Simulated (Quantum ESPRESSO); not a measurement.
# RuAu (Pm-3m) in Quantum ESPRESSO: convergence with k mesh

Aim: find how far k mesh must go before the results for RuAu settle, at PBE. This setting moves, with any that are tied to it; all else stays.

All numbers are computed with Quantum ESPRESSO 7.5; they aren't measurements. Logs are shortened: lines on timing, memory, paths and dates and some standing lists are left out, and cuts for length are marked.

## (1) The structure

It takes space group Pm-3m (No. 221, cubic). Conventional cell: a = 3.165 Å, b = 3.165 Å, c = 3.165 Å, α = 90.00°, β = 90.00°, γ = 90.00°. Around Ru (site symmetry m-3m) lie 8 Au at 2.74 Å. Au (site symmetry m-3m) has 8 Ru at 2.74 Å as nearest neighbours.

The cell was built by a generator and needn't be a form met in nature.

## (2) With k mesh 1 × 1 × 1

pw.in reads:

```
&CONTROL
  calculation = 'scf'
  prefix = 'pwscf'
  outdir = './tmp'
  pseudo_dir = './pseudo'
  tprnfor = .true.
  tstress = .true.
  disk_io = 'nowf'
/
&SYSTEM
  ibrav = 0
  nat = 2
  ntyp = 2
  ecutwfc = 60
  nbnd = 25
  occupations = 'smearing'
  smearing = 'mp'
  degauss = 0.00999582
/
&ELECTRONS
  conv_thr = 4d-10
  electron_maxstep = 120
  mixing_beta = 0.5
/
ATOMIC_SPECIES
Ru   101.0700 Ru_ONCV_PBE-1.0.oncvpsp.upf
Au   196.9666 Au_ONCV_PBE-1.0.oncvpsp.upf
CELL_PARAMETERS angstrom
   3.1648100000    0.0000000000    0.0000000000
   0.0000000000    3.1648100000    0.0000000000
   0.0000000000    0.0000000000    3.1648100000
ATOMIC_POSITIONS crystal
Ru     0.0000000000    0.0000000000    0.0000000000
Au     0.5000000000    0.5000000000    0.5000000000
K_POINTS automatic
1 1 1 0 0 0
```

Potentials or basis: SSSP 1.3 efficiency PBE.

Started as:

```
$ OMP_NUM_THREADS=1 pw.x -in pw.in > pw.out
```

Wall time 1.1 s (1 thread of Arm Neoverse V1, shared host); peak memory 0.05 GiB.

What came out:

```yaml
Free_energy: -6303.9365 eV
Pressure: 13.0 GPa
Band_gap_on_the_k_mesh: none (metal or under the smearing width)
```

## (3) With k mesh 2 × 2 × 2

pw.in, as its differences from that of step 2:

```diff
@@ -35,2 +35,2 @@
 K_POINTS automatic
-1 1 1 0 0 0
+2 2 2 0 0 0
```

Potentials or basis: SSSP 1.3 efficiency PBE.

Started as:

```
$ OMP_NUM_THREADS=1 pw.x -in pw.in > pw.out
```

Wall time 5.3 s (1 thread of Arm Neoverse V1, shared host); peak memory 0.05 GiB.

Results:

* Free energy: -6299.2749 eV
* Pressure: 7.9 GPa
* Band gap on the k mesh: none (metal or under the smearing width)

## (4) With k mesh 4 × 4 × 4

pw.in, as its differences from that of step 3:

```diff
@@ -35,2 +35,2 @@
 K_POINTS automatic
-2 2 2 0 0 0
+4 4 4 0 0 0
```

Started as:

```
$ OMP_NUM_THREADS=1 pw.x -in pw.in > pw.out
```

Wall time 6.2 s (1 thread of Arm Neoverse V1, shared host); peak memory 0.05 GiB.

What came out:

| Item | Value |
| --- | --- |
| Free energy | -6301.1258 eV |
| Pressure | 0.8 GPa |
| Band gap on the k mesh | none (metal or under the smearing width) |

## (5) With k mesh 5 × 5 × 5

pw.in, as its differences from that of step 4:

```diff
@@ -35,2 +35,2 @@
 K_POINTS automatic
-4 4 4 0 0 0
+5 5 5 0 0 0
```

Started as:

```
$ OMP_NUM_THREADS=1 pw.x -in pw.in > pw.out
```

It took 6.5 s on 1 thread of Arm Neoverse V1, shared host; peak memory 0.05 GiB.

Results:

| Quantity | Value |
| --- | --- |
| Free energy | -6301.2444 eV |
| Pressure | -1.2 GPa |
| Band gap on the k mesh | none (metal or under the smearing width) |

## (6) With k mesh 6 × 6 × 6

pw.in, as its differences from that of step 5:

```diff
@@ -35,2 +35,2 @@
 K_POINTS automatic
-5 5 5 0 0 0
+6 6 6 0 0 0
```

Potentials or basis: SSSP 1.3 efficiency PBE.

Started as:

```
$ OMP_NUM_THREADS=1 pw.x -in pw.in > pw.out
```

Wall time 12 s (1 thread of Arm Neoverse V1, shared host); peak memory 0.06 GiB.

It converged, with:

- Free energy: -6301.1871 eV
- Pressure: -0.1 GPa
- Band gap on the k mesh: none (metal or under the smearing width)

## (7) With k mesh 7 × 7 × 7

pw.in, as its differences from that of step 6:

```diff
@@ -35,2 +35,2 @@
 K_POINTS automatic
-6 6 6 0 0 0
+7 7 7 0 0 0
```

Started as:

```
$ OMP_NUM_THREADS=1 pw.x -in pw.in > pw.out
```

Wall time 12 s (1 thread of Arm Neoverse V1, shared host); peak memory 0.05 GiB.

The run converged. Its results:

```yaml
Free_energy: -6301.1760 eV
Pressure: -0.6 GPa
Band_gap_on_the_k_mesh: none (metal or under the smearing width)
```

## (8) With k mesh 8 × 8 × 8

pw.in, as its differences from that of step 7:

```diff
@@ -35,2 +35,2 @@
 K_POINTS automatic
-7 7 7 0 0 0
+8 8 8 0 0 0
```

Started as:

```
$ OMP_NUM_THREADS=1 pw.x -in pw.in > pw.out
```

Run time: 22 s. Hardware: 1 thread of Arm Neoverse V1, shared host; peak memory 0.07 GiB.

The run converged. Its results:

* Free energy: -6301.1940 eV
* Pressure: -0.3 GPa
* Band gap on the k mesh: none (metal or under the smearing width)

## (9) With k mesh 10 × 10 × 10

pw.in, as its differences from that of step 8:

```diff
@@ -35,2 +35,2 @@
 K_POINTS automatic
-8 8 8 0 0 0
+10 10 10 0 0 0
```

Potentials or basis: SSSP 1.3 efficiency PBE.

Started as:

```
$ OMP_NUM_THREADS=1 pw.x -in pw.in > pw.out
```

Wall time 33 s (1 thread of Arm Neoverse V1, shared host); peak memory 0.08 GiB.

The run converged. Its results:

* Free energy: -6301.2121 eV
* Pressure: -0.6 GPa
* Band gap on the k mesh: none (metal or under the smearing width)

## (10) With k mesh 11 × 11 × 11

pw.in, as its differences from that of step 9:

```diff
@@ -35,2 +35,2 @@
 K_POINTS automatic
-10 10 10 0 0 0
+11 11 11 0 0 0
```

Potentials or basis: SSSP 1.3 efficiency PBE.

Started as:

```
$ OMP_NUM_THREADS=1 pw.x -in pw.in > pw.out
```

pw.out:

```text
This program is part of the open-source Quantum ESPRESSO suite
     for quantum simulation of materials; please cite
[... 9 lines left out ...]
     --------------------
     sticks:   dense  smooth     PW     G-vecs:    dense   smooth      PW
     Sum         673     673    213                13397    13397    2301

     Using Slab Decomposition

     bravais-lattice index     =            0
     lattice parameter (alat)  =       5.9806  a.u.
     unit-cell volume          =     213.9142 (a.u.)^3
     number of atoms/cell      =            2
     number of atomic types    =            2
     number of electrons       =        35.00
     number of Kohn-Sham states=           25
     kinetic-energy cutoff     =      60.0000  Ry
     charge density cutoff     =     240.0000  Ry
     scf convergence threshold =      4.0E-10
     mixing beta               =       0.5000
     number of iterations used =            8  plain     mixing
     Exchange-correlation= PBE
                           (   1   4   3   4   0   0   0)

     celldm(1)=   5.980624  celldm(2)=   0.000000  celldm(3)=   0.000000
     celldm(4)=   0.000000  celldm(5)=   0.000000  celldm(6)=   0.000000

     crystal axes: (cart. coord. in units of alat)
               a(1) = (   1.000000   0.000000   0.000000 )
               a(2) = (   0.000000   1.000000   0.000000 )
               a(3) = (   0.000000   0.000000   1.000000 )

     reciprocal axes: (cart. coord. in units 2 pi/alat)
               b(1) = (  1.000000  0.000000  0.000000 )
               b(2) = (  0.000000  1.000000  0.000000 )
               b(3) = (  0.000000  0.000000  1.000000 )

     PseudoPot. # 1 for Ru read from file:
     Ru_ONCV_PBE-1.0.oncvpsp.upf
     Pseudo is Norm-conserving, Zval = 16.0
     Generated using ONCVPSP code by D. R. Hamann
     Using radial grid of 1458 points,  6 beta functions with:
                l(1) =   0
                l(2) =   0
                l(3) =   1
                l(4) =   1
                l(5) =   2
                l(6) =   2

     PseudoPot. # 2 for Au read from file:
     Au_ONCV_PBE-1.0.oncvpsp.upf
     Pseudo is Norm-conserving, Zval = 19.0
     Generated using ONCVPSP code by D. R. Hamann
     Using radial grid of 1278 points,  8 beta functions with:
                l(1) =   0
                l(2) =   0
                l(3) =   1
                l(4) =   1
                l(5) =   2
                l(6) =   2
                l(7) =   3
                l(8) =   3

     atomic species   valence    mass     pseudopotential
     Ru               16.00   101.07000     Ru( 1.00)
     Au               19.00   196.96660     Au( 1.00)

     48 Sym. Ops., with inversion, found

   Cartesian axes

     site n.     atom                  positions (alat units)
         1        Ru     tau(   1) = (   0.0000000   0.0000000   0.0000000  )
         2        Au     tau(   2) = (   0.5000000   0.5000000   0.5000000  )

     number of k points=    56  Methfessel-Paxton smearing, width (Ry)=  0.0100
                       cart. coord. in units 2pi/alat
        k(    1) = (   0.0000000   0.0000000   0.0000000), wk =   0.0015026
        k(    2) = (   0.0000000   0.0000000   0.0909091), wk =   0.0090158
        k(    3) = (   0.0000000   0.0000000   0.1818182), wk =   0.0090158
        k(    4) = (   0.0000000   0.0000000   0.2727273), wk =   0.0090158
        k(    5) = (   0.0000000   0.0000000   0.3636364), wk =   0.0090158
        k(    6) = (   0.0000000   0.0000000   0.4545455), wk =   0.0090158
[... 48 lines left out ...]
        k(   55) = (   0.3636364   0.4545455   0.4545455), wk =   0.0360631
        k(   56) = (   0.4545455   0.4545455   0.4545455), wk =   0.0120210

     Dense  grid:    13397 G-vectors     FFT dimensions: (  30,  30,  30)

     Initial potential from superposition of free atoms

     starting charge      34.9994, renormalised to      35.0000
     Starting wfcs are   20 randomized atomic wfcs +    5 random wfcs

     Self-consistent Calculation

     iteration #  1     ecut=    60.00 Ry     beta= 0.50
     Davidson diagonalization with overlap
     ethr =  1.00E-02,  avg # of iterations =  3.8

     Threshold (ethr) on eigenvalues was too large:
     Diagonalizing with lowered threshold

     Davidson diagonalization with overlap
     ethr =  3.91E-04,  avg # of iterations =  1.1

     total energy              =    -463.05783058 Ry
     estimated scf accuracy    <       0.13693763 Ry

     iteration #  2     ecut=    60.00 Ry     beta= 0.50
     Davidson diagonalization with overlap
     ethr =  3.91E-04,  avg # of iterations =  2.3

     total energy              =    -463.08681241 Ry
     estimated scf accuracy    <       0.33185981 Ry

     iteration #  3     ecut=    60.00 Ry     beta= 0.50
     Davidson diagonalization with overlap
     ethr =  3.91E-04,  avg # of iterations =  1.9

     total energy              =    -463.12863605 Ry
     estimated scf accuracy    <       0.00209721 Ry
[... 40 lines left out ...]
     total energy              =    -463.12920516 Ry
     estimated scf accuracy    <       0.00000001 Ry

     iteration # 10     ecut=    60.00 Ry     beta= 0.50
     Davidson diagonalization with overlap
     ethr =  3.54E-11,  avg # of iterations =  1.0

     total energy              =    -463.12920516 Ry
     estimated scf accuracy    <          1.1E-09 Ry

     iteration # 11     ecut=    60.00 Ry     beta= 0.50
     Davidson diagonalization with overlap
     ethr =  3.11E-12,  avg # of iterations =  1.7

     End of self-consistent calculation

          k = 0.0000 0.0000 0.0000 (  1743 PWs)   bands (ev):

   -84.8831 -51.5031 -36.1711 -36.1711 -36.1711 -21.4139 -21.4139 -21.4139
    12.2042  14.5932  14.5932  16.8422  16.8422  16.8422  19.9743  19.9743
    21.6378  21.6378  21.6378  28.7741  28.7741  28.7741  35.4075  38.1620
    38.6660

          k = 0.0000 0.0000 0.0909 (  1703 PWs)   bands (ev):

   -84.8831 -51.5027 -36.1739 -36.1708 -36.1708 -21.4226 -21.4135 -21.4135
    12.3649  14.6583  14.6986  16.8295  16.8295  16.8861  19.8630  20.0197
    21.3991  21.3991  21.5650  27.9516  29.2179  29.2179  35.9864  38.0791
    38.6390

          k = 0.0000 0.0000 0.1818 (  1683 PWs)   bands (ev):

   -84.8829 -51.5013 -36.1814 -36.1701 -36.1701 -21.4461 -21.4126 -21.4126
    12.8280  14.8465  14.9961  16.7994  16.7994  17.0104  19.5523  20.1302
    20.8412  20.8412  21.3638  26.2446  30.3885  30.3885  36.3671  37.9014
    38.5525
[... 360 lines left out ...]
   -84.8807 -51.4846 -36.2015 -36.2015 -36.1952 -21.5009 -21.5008 -21.4849
    15.4221  15.6600  15.6655  16.6906  17.7258  17.7956  18.6372  18.8650
    21.2991  21.5500  25.1201  27.1269  27.6897  29.3869  30.4069  31.6140
    32.2837

          k = 0.4545 0.4545 0.4545 (  1670 PWs)   bands (ev):

   -84.8806 -51.4836 -36.2009 -36.2008 -36.2008 -21.5006 -21.5006 -21.5002
    15.5835  15.6723  15.6723  17.4847  17.4847  17.5441  18.5701  18.5701
    21.5611  21.5611  24.7419  28.2692  29.2948  29.2948  29.8922  30.8658
    30.8658

     the Fermi energy is    21.0384 ev

!    total energy              =    -463.12920516 Ry
     estimated scf accuracy    <          3.1E-12 Ry
     smearing contrib. (-TS)   =      -0.00031248 Ry
     internal energy E=F+TS    =    -463.12889268 Ry

     The total energy is F=E-TS. E is the sum of the following terms:
     one-electron contribution =    -125.39424850 Ry
     hartree contribution      =      81.62650643 Ry
     xc contribution           =     -45.12101050 Ry
     ewald contribution        =    -374.24014011 Ry

     convergence has been achieved in  11 iterations

     Forces acting on atoms (cartesian axes, Ry/au):

     atom    1 type  1   force =     0.00000000    0.00000000    0.00000000
     atom    2 type  2   force =     0.00000000    0.00000000    0.00000000

     Total force =     0.000000     Total SCF correction =     0.000000

     Computing stress (Cartesian axis) and pressure

          total   stress  (Ry/bohr**3)                   (kbar)     P=       -5.25
  -0.00003566   0.00000000   0.00000000           -5.25        0.00        0.00
   0.00000000  -0.00003566   0.00000000            0.00       -5.25        0.00
   0.00000000   0.00000000  -0.00003566            0.00        0.00       -5.25

=------------------------------------------------------------------------------=
   JOB DONE.
=------------------------------------------------------------------------------=
```

Wall time 34 s (1 thread of Arm Neoverse V1, shared host); peak memory 0.08 GiB.

What came out:

* Free energy: -6301.1938 eV
* Pressure: -0.5 GPa
* Band gap on the k mesh: none (metal or under the smearing width)

## (11) The series at a glance

```
      k mesh  energy less the tightest run, at zero smearing (meV/atom)  pressure (GPa)  SCF cycles  CPU time (s)  peak memory (GiB)
   1 × 1 × 1                                                   -1352.85           12.99          11           1.1               0.05
   2 × 2 × 2                                                     966.63            7.88          25           5.3               0.05
   4 × 4 × 4                                                      33.95            0.81          10           6.2               0.05
   5 × 5 × 5                                                     -26.51           -1.24          10           6.5               0.05
   6 × 6 × 6                                                       2.37           -0.14           9            12               0.06
   7 × 7 × 7                                                       9.01           -0.65          10            12               0.05
   8 × 8 × 8                                                      -0.68           -0.34          10            22               0.07
10 × 10 × 10                                                      -9.89           -0.62          10            33               0.08
11 × 11 × 11                                                       0.00           -0.52          11            34               0.08
```

Against the tightest run, the pressure stays within 0.1 GPa from 10 × 10 × 10 on. Not settled before the last step: the energy (to 1 meV/atom). Meshes of other sizes hit other points, so gaps and Fermi surfaces needn't settle smoothly. The tightest run that finished is the yardstick and may itself not be fully converged.
